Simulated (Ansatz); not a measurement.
# C (Diamond): the cost of one run

Computed with Ansatz 0.2.0 (DFT LDA, scalar-relativistic, plane waves, PAW, unless a step's input says otherwise).

2 further runs of the same task are left out: 2 set aside as unsound or not needed.

## Step 1: The structure to begin with

The structure is cubic, space group Fd-3m (No. 227). The conventional cell has a = 3.532 Å, b = 3.532 Å, c = 3.532 Å, α = 90.00°, β = 90.00°, γ = 90.00°. Around C (site symmetry -43m) lie 4 C at 1.53 Å.

Coordinates:

```cif
data_structure
_symmetry_space_group_name_H-M 'P 1'
_symmetry_Int_Tables_number 1
_cell_length_a 2.4973
_cell_length_b 2.4973
_cell_length_c 2.4973
_cell_angle_alpha 60.000
_cell_angle_beta 60.000
_cell_angle_gamma 60.000
_cell_volume 11.01
loop_
_atom_site_label
_atom_site_type_symbol
_atom_site_fract_x
_atom_site_fract_y
_atom_site_fract_z
_atom_site_occupancy
C1 C 0.00000 0.00000 0.00000 1
C2 C 0.25000 0.25000 0.25000 1
```

This cell was relaxed beforehand with the same method: volume 5.51 Å³/atom, gap on the mesh 4.20 eV.

## Step 2: A stricter relaxation

The response runs start from a cell at rest, found with their own mesh and filling of the bands.

input.yaml reads:

```yaml
crystal:
  lattice:
    - [0.0, 1.7658688059, 1.7658688059]
    - [1.7658688059, 0.0, 1.7658688059]
    - [1.7658688059, 1.7658688059, 0.0]
  atoms:
    - { symbol: C, position: [0.0, 0.0, 0.0] }
    - { symbol: C, position: [0.25, 0.25, 0.25] }
basis:
  ecutwfc: 420
kpoints:
  mp_grid: { grid: [12, 12, 12] }
hamiltonian:
  xc: lda
scf:
  occupations: { method: fixed }
output:
  forces: true
  stress: true
  eigenvalues: true
relax:
  adjacent_minimum: "off"
  f_tol: 0.001
  max_steps: 60
  cell: { stress_tol: 0.01 }
```

Started as:

```bash
> ansatz run input.yaml --threads 1 --pin off --max-ram 2560MiB --backend cpu --events-out ev --progress --plain --runs-dir out
```

**Question.** How long does this run take on 1 thread of Intel Xeon Platinum 8375C at 2.90GHz (Ice Lake), shared host, and how much memory does it need?

About 1.4 s, with a peak of 0.31 GiB.
